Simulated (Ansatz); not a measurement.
**Br2ClH2HfN: small, medium and large basis sets**

One table from this session's results is given with a row withheld; the runs are named, their logs left out.

Computed with Ansatz 0.2.0, Gaussian basis. Level: one geometry, several basis sets.

Levels to be run: PBE0-D4/def2-SVP; ωB97M-V/def2-SVP; PBE0-D4/def2-QZVPP; ωB97M-V/def2-QZVPP; the functionals' def2-TZVPP values are taken from earlier runs.

**The relaxed structure**

An earlier PBE0-D4 in a triple-zeta def2 set relaxation fixed the geometry. Hf takes the def2 core potential; no spin-orbit term is included.

7 atoms, charge 0, spin multiplicity 1.

Atoms are counted from 1 here; the program's logs count them from 0.

Bond lengths: N1–Hf2 1.991 Å, N1–H6 1.012 Å, N1–H7 1.011 Å, Hf2–Cl3 2.330 Å, Hf2–Br4 2.496 Å, Hf2–Br5 2.497 Å. Angles: Hf2–N1–H6 125.7°, Hf2–N1–H7 125.0°, H6–N1–H7 109.3°, N1–Hf2–Cl3 106.0°, N1–Hf2–Br4 108.1°, N1–Hf2–Br5 108.5°, Cl3–Hf2–Br4 113.0°, Cl3–Hf2–Br5 112.1°, Br4–Hf2–Br5 108.9°.

Geometry (Å):

```
N    -0.55452    0.69561    0.92984
Hf    0.33053   -0.39801   -0.47906
Cl    2.10720   -1.48190    0.56873
Br   -1.36124   -1.97789   -1.41277
Br    1.10055    1.12835   -2.29922
H    -1.39632    1.24369    0.81065
H    -0.22619    0.79016    1.88183
```

Set-up of the first run:

File in.yaml:

```yaml
crystal:
  periodic: [false, false, false]
  atoms:
    - {symbol: N, position_ang: [-0.554524, 0.695615, 0.929836]}
    - {symbol: Hf, position_ang: [0.330531, -0.398009, -0.479060]}
    - {symbol: Cl, position_ang: [2.107199, -1.481899, 0.568730]}
    - {symbol: Br, position_ang: [-1.361240, -1.977892, -1.412768]}
    - {symbol: Br, position_ang: [1.100547, 1.128349, -2.299218]}
    - {symbol: H, position_ang: [-1.396316, 1.243686, 0.810648]}
    - {symbol: H, position_ang: [-0.226187, 0.790159, 1.881830]}
basis:
  gaussian: {orbitals: def2-SVP}
hamiltonian: {xc: pbe0, dispersion: d4}
output: {orbitals: {seedname: orbitals}}
```

Run with:

```
> ansatz run in.yaml --threads 4 --pin off --events-out ev --progress --plain --max-ram 10444MiB
```

Steps of the session up to this table: PBE0-D4 in def2-SVP; ωB97M-V in def2-SVP; PBE0-D4 in def2-QZVPP; ωB97M-V in def2-QZVPP.

One of the session's tables, all rows but one given; the rest of the session is left out.

```
functional       basis  HOMO (eV)  LUMO (eV)
   PBE0-D4    def2-SVP      -8.16      -1.81
   PBE0-D4  def2-TZVPP      -8.18      -1.79
   PBE0-D4  def2-QZVPP      -8.20      -1.81
   ωB97M-V    def2-SVP     -10.35       0.30
   ωB97M-V  def2-TZVPP     -10.40       0.29
   ωB97M-V  def2-QZVPP          ?          ?
```

Estimate the missing values for ωB97M-V, def2-QZVPP.

As computed: HOMO (eV): -10.42; LUMO (eV): 0.24. In the column «HOMO (eV)» it is the lowest.
